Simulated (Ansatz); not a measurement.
Run this with Ansatz 0.2.0 through its Python package and show what comes out.

`laga2_fold.py`:
```python
import warnings

import ansatz as az

warnings.simplefilter("ignore", az.DeckWarning)

xtal = (
    az.Lattice.of([4.32, 0.0, 0.0], [-2.16, 3.74123, 0.0], [0.0, 0.0, 4.416])
    .atom("La", [0.0, 0.0, 0.0])
    .atom("Ga", [1 / 3, 2 / 3, 0.5])
    .atom("Ga", [2 / 3, 1 / 3, 0.5])
)

mesh = (4, 4, 4)
rows = []
for repeats in [(1, 1, 1), (1, 2, 1), (2, 2, 1)]:
    setup = (
        xtal.supercell(*repeats).calculation()
        .scf(tolerance=1e-08, max_iterations=80)
        .accuracy("medium")
        .basis(420, density_ratio=8)
        .occupations("Marzari-Vanderbilt")
        .functional("lda")
        .kpoints(*(k // n for k, n in zip(mesh, repeats)))
    )
    report = setup.run(threads=1).report
    n = len(report["lattice"]["sites"])
    rows.append((repeats, n, report["free_energy_ev"] / n, report["fermi_energy_ev"], report["n_kpoints"], report["n_symmetry_ops"]))
print("       repeats           atoms       F/atom eV  Fermi level eV        k-points  symmetry operations")
for row in rows:
    print(f"{str(row[0]):>14s}  {row[1]:14d}  {row[2]:14.5f}  {row[3]:14.4f}  {row[4]:14d}  {row[5]:19d}")
```

Running `python laga2_fold.py` prints:
```text
       repeats           atoms       F/atom eV  Fermi level eV        k-points  symmetry operations
     (1, 1, 1)               3     -4497.37321         10.1051              12                   24
     (1, 2, 1)               6     -4497.37321         10.1051              15                   16
     (2, 2, 1)              12     -4497.37321         10.1051               6                   96
```

What to keep in mind:
- The settings weren't tested for convergence.
- The mesh is modest for a metal, so energies can be off by several to tens of meV an atom and pressures by half a GPa or more; differences at equal mesh fare better.
- The starting cell is as deposited in a crystallographic database; the results hold for this polymorph, which needn't be the stable one.
- The count of operations in a supercell holds its pure translations too, and an uneven repeat can lower the point group.
- The whole script took 21 s on 1 thread of Arm Neoverse V1, with other jobs on the host, peak memory 0.77 GiB.

(Lines on the test bed's own set-up are left out of the output.)
